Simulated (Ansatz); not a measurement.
# GaO₂ (quartet): the correlation ladder, cc-pVTZ

The task here is to estimate one member of a computed series from the others.

Method: cc-pVTZ, core rule «outside noble gas», up to 16 orbitals frozen; program: Ansatz 0.2.0, Gaussian basis.

To be run: UHF; CCSD(T) on ROHF; CCSD(T) on UHF; BCCD(T) on ROHF; CCSDT(Q) on ROHF; CCSDT(Q) on UHF.

10 further runs of the same task are left out: 4 for a known fault of the program, 1 that didn't finish, 5 set aside as unsound or not needed.

### The geometry

The geometry is a PBE0/def2-TZVP stationary point (not a proven minimum) of the parent state, kept for this charge and spin. No spin-orbit coupling is included. The filled d shell of Ga may be among the frozen orbitals whatever the setting's name suggests; the logs give the count.

3 atoms, charge 0, spin multiplicity 4.

Atoms are counted from 1 here; the program's logs count them from 0.

Bond lengths: Ga1–O2 1.857 Å, O2–O3 1.292 Å. Angles: Ga1–O2–O3 180.0°.

The first run:

File in.yaml:

```yaml
crystal:
  periodic: [false, false, false]
  atoms:
    - {symbol: Ga, position_ang: [0.000000, 0.000000, 1.669000]}
    - {symbol: O, position_ang: [0.000000, 0.000000, -0.188300]}
    - {symbol: O, position_ang: [0.000000, 0.000000, -1.480700]}
basis:
  gaussian: {orbitals: cc-pVTZ}
magnetization: {spin_polarized: true, initial_magnetization: 3}
hamiltonian: {xc: hf}
output: {orbitals: {seedname: orbitals}}
```

Started as:

```bash
> ansatz run in.yaml --threads 1 --pin off --events-out ev --progress --plain --max-ram 4096MiB --backend cpu
```

Steps of the session up to this table: UHF; CCSD(T) on ROHF; CCSD(T) on UHF; BCCD(T) on ROHF; CCSDT(Q) on ROHF; CCSDT(Q) on UHF.

One of the session's tables, all rows but one given; the rest of the session is left out.

```
   method  from RCCSDT(Q) (meV)
     RMP2                +709.6
     UMP2               +1043.7
    RCCSD                +771.1
    UCCSD                +725.8
 RCCSD(T)                 +85.2
 UCCSD(T)                 +82.5
  BCCD(T)                 +84.4
   RCCSDT                 +82.4
   UCCSDT                     ?
RCCSDT(Q)                     0
UCCSDT(Q)                  -7.7
```

**Question.** Estimate the row for UCCSDT.

The run gave: from RCCSDT(Q) (meV): +72.3. In the column «from RCCSDT(Q) (meV)» it lies between RCCSDT(Q) (0) and RCCSDT (+82.4).

Left out of the table: ROHF, UHF (another determinant or state than the rows shown).

Limits of these values: Warnings: coupled cluster took another determinant than the lowest. Restricted and unrestricted rows rest on different reference determinants; where their highest levels disagree by more than a few hundredths of an eV, they describe different states and don't form one ladder.
